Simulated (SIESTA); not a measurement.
The system is Te4MoW2S2, a slab with vacuum.

```
CELL_PARAMETERS angstrom
3.42005 0.00000 0.00000
-1.71003 2.96185 0.00000
0.00000 0.00000 32.59551
ATOMIC_POSITIONS crystal
W 0.66667 0.33333 0.57920
W 0.66667 0.33333 0.11551
Te 0.66667 0.33333 0.28913
Te 0.00000 0.00000 0.63668
Te 0.00000 0.00000 0.52170
Te 0.66667 0.33333 0.40335
Mo 0.00000 0.00000 0.34618
S 0.00000 0.00000 0.16164
S 0.00000 0.00000 0.06945
```

* Program: SIESTA 5.4.2
* Task: single point
* Functional: PBEsol
* Potentials or basis: PseudoDojo 0.4 standard (PBEsol files)
* Basis: DZP (energy shift 0.003 Ry; two zetas on semicore shells)
* Grid cutoff: 800 Ry
* Energy shift: 0.003 Ry
* k mesh: 9 × 9 × 1
* Occupations: fermi-dirac, width 0.05 eV
* Spin: no spin polarisation

On this cell: largest force 0.170 eV/Å; band gap on the k mesh 0.08 eV, direct.

The same run follows on a disturbed copy (atoms moved at random, drawn with an rms of 0.05 Å):

```
W Te Mo S
1.0
     3.42005    0.00000    0.00000
    -1.71003    2.96185    0.00000
     0.00000    0.00000   32.59551
W Te Mo S
2 4 1 2
Direct
  0.66995 0.32517 0.57854
  0.68585 0.33393 0.11637
  0.67788 0.34644 0.28986
  0.00520 0.00217 0.63632
  0.01545 0.00945 0.52160
  0.65709 0.31920 0.40248
  0.01427 0.00400 0.34699
  0.99835 0.98723 0.16050
  0.00578 0.97743 0.06955
```

Problem. What does the disturbed cell give?

Solution. The energy moves by +15.2 meV/atom; largest force 1.526 eV/Å; band gap on the k mesh 0.06 eV, direct.

Forces in eV/Å, atoms in the order of the input:
```
W    0.014  0.614  0.356
W   -0.496 -0.885 -1.140
Te   0.182 -0.167 -0.226
Te   0.074 -0.232 -0.039
Te  -0.091 -0.385 -0.420
Te   0.434  0.400  0.931
Mo  -0.614 -0.229 -0.664
S    0.431  0.354  0.983
S    0.065  0.531  0.219
```

Stress tensor (GPa, compression positive):
```
-0.36  0.10  0.61
 0.10 -0.67  0.48
 0.61  0.48  1.29
```

Caveats: short orbitals over semicore shells can move pressures by several GPa; spin-orbit coupling is left out, which moves the levels of the heavy elements; the basis of atomic orbitals isn't converged, which shifts pressures, moduli and gaps.

A k mesh can miss the band edges.
